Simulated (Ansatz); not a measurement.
**C6H15FNNbO: one species, many methods**

An exercise on one series of results from a longer session: the logs are not shown, and one member is left open.

Program: Ansatz 0.2.0, Gaussian basis. Level of theory: functionals in def2-TZVPP, the program's frozen cores in correlated methods. These are calculated values, not measurements.

Levels to be run: LDA (SPW92), PBE-D4, revPBE-D4, BLYP-D4, r2SCAN-D4, B97M-V, PBE0-D4, B3LYP-D4, r2SCANh-D4, r2SCAN0-D4, HSE06-D4, BHLYP-D4, CAM-B3LYP-D4, LC-ωPBE, ωB97X-V, ωB97M-V, B2PLYP, PBE-QIDH; CCSD(T)/def2-SVP; CCSD(T)/def2-TZVPP; MP2/def2-QZVPP; extrapolation to the limit; RPA on PBE.

## Structure used throughout

The geometry comes from an earlier relaxation with PBE0-D4 in a triple-zeta def2 set; it is a stationary point, not always the lowest conformer. Nb takes the def2 core potential; no spin-orbit term is included.

SMILES `C[O][Nb]([CH3])([F])=[N]C(C)(C)C`, 25 atoms, charge 0, spin multiplicity 1.

Atoms are counted from 1 here; the program's logs count them from 0.

Bond lengths: C1–O2 1.399 Å, C1–H11 1.094 Å, C1–H12 1.094 Å, C1–H13 1.094 Å, O2–Nb3 1.878 Å, Nb3–C4 2.160 Å, Nb3–F5 1.893 Å, Nb3–N6 1.744 Å, C4–H14 1.095 Å, C4–H15 1.097 Å, C4–H16 1.093 Å, N6–C7 1.435 Å, C7–C8 1.528 Å, C7–C9 1.528 Å, C7–C10 1.528 Å, C8–H17 1.092 Å, C8–H18 1.092 Å, C8–H19 1.093 Å and more. Angles: O2–C1–H11 109.9°, O2–C1–H12 109.5°, O2–C1–H13 111.1°, H11–C1–H12 108.5°, H11–C1–H13 109.0°, H12–C1–H13 108.9°, C1–O2–Nb3 143.9°, O2–Nb3–C4 107.4°, O2–Nb3–F5 116.2°, O2–Nb3–N6 108.8°, C4–Nb3–F5 110.7°, C4–Nb3–N6 102.0°, F5–Nb3–N6 110.8°, Nb3–C4–H14 110.3°, Nb3–C4–H15 109.8°, Nb3–C4–H16 111.7°, H14–C4–H15 108.7°, H14–C4–H16 107.7° and more.

Geometry (Å):

```csv
atom,x (Å),y (Å),z (Å)
C1,-2.6052,2.1582,-0.2536
O2,-1.2508,2.5081,-0.2788
Nb3,0.4921,1.8474,-0.0510
C4,1.4701,1.9284,-1.9751
F5,1.5429,2.7026,1.2715
N6,0.4085,0.1295,0.2405
C7,0.3291,-1.2673,0.5577
C8,0.9023,-1.4972,1.9548
C9,-1.1339,-1.7067,0.5105
C10,1.1415,-2.0419,-0.4788
H11,-3.1051,2.6640,0.5778
H12,-3.0807,2.4728,-1.1870
H13,-2.7305,1.0771,-0.1397
H14,2.4688,1.4851,-1.9128
H15,1.5683,2.9720,-2.2979
H16,0.9093,1.3794,-2.7362
H17,0.3348,-0.9332,2.6981
H18,1.9424,-1.1684,1.9983
H19,0.8607,-2.5573,2.2179
H20,-1.7233,-1.1465,1.2398
H21,-1.5520,-1.5308,-0.4831
H22,-1.2237,-2.7716,0.7402
H23,2.1858,-1.7241,-0.4589
H24,1.1005,-3.1145,-0.2725
H25,0.7483,-1.8648,-1.4819
```

The first run:

in.yaml

```yaml
crystal:
  periodic: [false, false, false]
  atoms:
    - {symbol: C, position_ang: [-2.605184, 2.158182, -0.253558]}
    - {symbol: O, position_ang: [-1.250808, 2.508126, -0.278834]}
    - {symbol: Nb, position_ang: [0.492057, 1.847353, -0.051031]}
    - {symbol: C, position_ang: [1.470067, 1.928366, -1.975110]}
    - {symbol: F, position_ang: [1.542861, 2.702632, 1.271541]}
    - {symbol: N, position_ang: [0.408494, 0.129494, 0.240514]}
    - {symbol: C, position_ang: [0.329050, -1.267263, 0.557700]}
    - {symbol: C, position_ang: [0.902310, -1.497162, 1.954822]}
    - {symbol: C, position_ang: [-1.133947, -1.706737, 0.510464]}
    - {symbol: C, position_ang: [1.141513, -2.041926, -0.478835]}
    - {symbol: H, position_ang: [-3.105131, 2.664033, 0.577793]}
    - {symbol: H, position_ang: [-3.080726, 2.472753, -1.187050]}
    - {symbol: H, position_ang: [-2.730482, 1.077066, -0.139664]}
    - {symbol: H, position_ang: [2.468836, 1.485076, -1.912776]}
    - {symbol: H, position_ang: [1.568305, 2.971952, -2.297890]}
    - {symbol: H, position_ang: [0.909252, 1.379391, -2.736202]}
    - {symbol: H, position_ang: [0.334847, -0.933244, 2.698096]}
    - {symbol: H, position_ang: [1.942393, -1.168439, 1.998312]}
    - {symbol: H, position_ang: [0.860739, -2.557341, 2.217931]}
    - {symbol: H, position_ang: [-1.723311, -1.146516, 1.239779]}
    - {symbol: H, position_ang: [-1.552027, -1.530788, -0.483054]}
    - {symbol: H, position_ang: [-1.223743, -2.771589, 0.740244]}
    - {symbol: H, position_ang: [2.185762, -1.724133, -0.458876]}
    - {symbol: H, position_ang: [1.100532, -3.114530, -0.272453]}
    - {symbol: H, position_ang: [0.748339, -1.864767, -1.481875]}
basis:
  gaussian: {orbitals: def2-TZVPP}
hamiltonian: {xc: lda}
output: {orbitals: {seedname: orbitals}}
```

Among the steps run: LDA; PBE-D4 (GGA); revPBE-D4 (GGA); BLYP-D4 (GGA); r2SCAN-D4 (meta-GGA); B97M-V (meta-GGA); PBE0-D4 (hybrid); B3LYP-D4 (hybrid); r2SCANh-D4 (hybrid); r2SCAN0-D4 (hybrid); HSE06-D4 (hybrid); BHLYP-D4 (hybrid); CAM-B3LYP-D4 (range-separated); LC-ωPBE (range-separated); ωB97X-V (range-separated); ωB97M-V (range-separated); B2PLYP (double hybrid); PBE-QIDH (double hybrid).

One of the session's tables, all rows but one given; the rest of the session is left out.

It belongs to the step «Orbital energies across the functionals». 

| functional | HOMO (eV) | gap (eV) |
| --- | --- | --- |
| LDA (SPW92) | -6.15 | 4.17 |
| PBE-D4 | -5.96 | 4.22 |
| revPBE-D4 | -5.88 | 4.25 |
| BLYP-D4 | -5.83 | 4.19 |
| r2SCAN-D4 | -6.20 | 4.61 |
| B97M-V | -6.29 | 4.67 |
| PBE0-D4 | -7.26 | 6.41 |
| B3LYP-D4 | -7.03 | 5.93 |
| r2SCANh-D4 | -6.69 | 5.43 |
| r2SCAN0-D4 | -7.43 | 6.67 |
| HSE06-D4 | -6.86 | 5.63 |
| BHLYP-D4 | -8.44 | 8.60 |
| CAM-B3LYP-D4 | -8.62 | 8.88 |
| LC-ωPBE | -9.94 | 11.42 |
| ωB97X-V | -9.61 | 10.97 |
| ωB97M-V | ? | ? |

Estimate the missing values for ωB97M-V.

**Answer.** HOMO (eV): -9.55; gap (eV): 10.65. In the column «HOMO (eV)» it lies between ωB97X-V (-9.61) and CAM-B3LYP-D4 (-8.62).
